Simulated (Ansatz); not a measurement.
**Molecular dynamics of NaLaMgTeO$_{6}$**

Input file:

```yaml
crystal:
  lattice:
    - [1.626344, 2.853862, 4.674978]
    - [1.626344, -2.853862, 4.674978]
    - [9.883948, 0.0, 0.0]
  atoms:
    - { symbol: Na, position: [0.370129, 0.370129, 0.878126] }
    - { symbol: La, position: [0.1300585, 0.1300585, 0.6189785] }
    - { symbol: Mg, position: [0.001277, 0.001277, 0.99949] }
    - { symbol: Te, position: [0.2496025, 0.2496025, 0.2494915] }
    - { symbol: O, position: [0.390665, 0.910683, 0.393033] }
    - { symbol: O, position: [0.5939255, 0.1006625, 0.1107215] }
    - { symbol: O, position: [0.1006625, 0.5939255, 0.1107215] }
    - { symbol: O, position: [0.910683, 0.390665, 0.393033] }
    - { symbol: O, position: [0.0918415, 0.0918415, 0.1683545] }
    - { symbol: O, position: [0.4111555, 0.4111555, 0.3280495] }
    - { symbol: Na, position: [0.870129, 0.870129, 0.378126] }
    - { symbol: La, position: [0.6300585, 0.6300585, 0.1189785] }
    - { symbol: Mg, position: [0.501277, 0.501277, 0.49949] }
    - { symbol: Te, position: [0.7496025, 0.7496025, 0.7494915] }
    - { symbol: O, position: [0.890665, 0.410683, 0.893033] }
    - { symbol: O, position: [0.0939255, 0.6006625, 0.6107215] }
    - { symbol: O, position: [0.6006625, 0.0939255, 0.6107215] }
    - { symbol: O, position: [0.410683, 0.890665, 0.893033] }
    - { symbol: O, position: [0.5918415, 0.5918415, 0.6683545] }
    - { symbol: O, position: [0.9111555, 0.9111555, 0.8280495] }
basis:
  ecutwfc: 420.0
kpoints:
  mp_grid: { grid: [2, 2, 1] }
hamiltonian:
  xc: pbesol
scf:
  occupations: { method: fermi_dirac, width: 0.05 }
  lower_state_search: "off"
md:
  timestep: 1
  n_steps: 100
  ensemble: nvt_nose_hoover
  temperature: 500.0
  initial_velocities: maxwell_boltzmann
  seed: 332197
  nose_hoover: { tau: 100.0, chain_length: 3 }
```

Run as:

```bash
$ ansatz run input.yaml --threads 1 --pin off --max-ram 3072MiB --backend cpu --events-out ev --progress --plain --runs-dir out
```

It starts from an unrelaxed structure (largest force component 0.61 eV/Å).

Output, in part (step lines):

```
md step     0: t =     0.00 fs  T =   500.0 K  F+E_penalty+E_count = -39644.61081663 eV  E_kin = 1.227970 eV  conserved = -39643.38284664 eV  (10 SCF iters)
md step     1: t =     1.00 fs  T =   496.1 K  F+E_penalty+E_count = -39644.60128526 eV  E_kin = 1.218491 eV  conserved = -39643.38279475 eV  (8 SCF iters)
md step     2: t =     2.00 fs  T =   490.9 K  F+E_penalty+E_count = -39644.58832134 eV  E_kin = 1.205578 eV  conserved = -39643.38274567 eV  (8 SCF iters)
md step     3: t =     3.00 fs  T =   484.5 K  F+E_penalty+E_count = -39644.57268005 eV  E_kin = 1.189987 eV  conserved = -39643.38270204 eV  (8 SCF iters)
md step     4: t =     4.00 fs  T =   477.4 K  F+E_penalty+E_count = -39644.55503858 eV  E_kin = 1.172396 eV  conserved = -39643.38266558 eV  (8 SCF iters)
md step     5: t =     5.00 fs  T =   469.6 K  F+E_penalty+E_count = -39644.53597134 eV  E_kin = 1.153382 eV  conserved = -39643.38263644 eV  (2 SCF iters)
md step     6: t =     6.00 fs  T =   461.5 K  F+E_penalty+E_count = -39644.51593614 eV  E_kin = 1.133406 eV  conserved = -39643.38261488 eV  (3 SCF iters)
md step     7: t =     7.00 fs  T =   453.1 K  F+E_penalty+E_count = -39644.49527140 eV  E_kin = 1.112809 eV  conserved = -39643.38260134 eV  (2 SCF iters)
[... lines left out ...]
md step   100: t =   100.00 fs  T =   279.0 K  F+E_penalty+E_count = -39643.84122858 eV  E_kin = 0.685150 eV  conserved = -39643.38224512 eV  (8 SCF iters)
```

The steps, from the saved trajectory:

```csv
time (fs),T (K),potential energy less start (eV),conserved less start (meV/atom)
0.0,500,0.000,0.00
3.0,485,0.038,0.01
6.0,461,0.095,0.01
9.0,436,0.158,0.01
12.0,409,0.223,0.01
15.0,382,0.292,0.01
18.0,353,0.363,0.01
21.0,325,0.434,0.02
24.0,300,0.497,0.02
27.0,281,0.547,0.02
30.0,269,0.578,0.02
33.0,266,0.589,0.02
36.0,269,0.585,0.02
39.0,276,0.574,0.01
42.0,280,0.567,0.01
45.0,281,0.571,0.01
48.0,278,0.585,0.01
51.0,273,0.603,0.02
54.0,271,0.615,0.02
57.0,274,0.617,0.02
60.0,278,0.615,0.01
63.0,280,0.621,0.01
66.0,272,0.649,0.01
69.0,253,0.706,0.01
72.0,227,0.780,0.02
75.0,206,0.842,0.03
78.0,200,0.865,0.04
81.0,215,0.837,0.03
84.0,245,0.775,0.02
87.0,277,0.710,0.01
90.0,298,0.674,0.00
93.0,303,0.677,0.01
96.0,295,0.712,0.02
99.0,282,0.757,0.03
```

The run went to its last step. The conserved energy stayed within 0.035 meV per atom of its start (net change 0.03 meV per atom), so the integration is sound. The mean temperature of the second half is 48 % below the set value. A run of 0.1 ps of so small a system gives no equilibrium averages. Limits of this set-up: coarse k mesh.

Mean squared displacements from the first frame to the last, about the centre of mass: Na 0.17 Å², La 0.02 Å², Mg 0.03 Å², Te 0.01 Å², O 0.07 Å².

Last frame:

```xyz
20
Lattice="1.6263 2.8539 4.6750 1.6263 -2.8539 4.6750 9.8839 0.0000 0.0000" Properties=species:S:1:pos:R:3
Na 9.846 -0.371 3.439
La 6.613 0.104 1.250
Mg 10.007 -0.158 0.001
Te 3.285 0.073 2.338
O 5.952 -1.302 6.177
O 2.080 1.255 3.393
O 2.335 -1.435 3.040
O 6.075 1.771 5.924
O 1.869 0.256 0.888
O 4.545 0.108 3.841
Na 6.794 -0.259 8.427
La 3.162 -0.037 5.997
Mg 6.523 0.112 4.717
Te 9.825 -0.054 6.933
O 10.674 1.442 5.926
O 7.023 -1.589 3.113
O 7.272 1.320 3.193
O 10.899 -1.403 5.986
O 8.553 -0.277 5.362
O 11.255 0.095 8.180
```

The run took 5.3 min on 1 thread of Arm Neoverse V2, with other jobs on the host, peak memory 0.65 GiB.
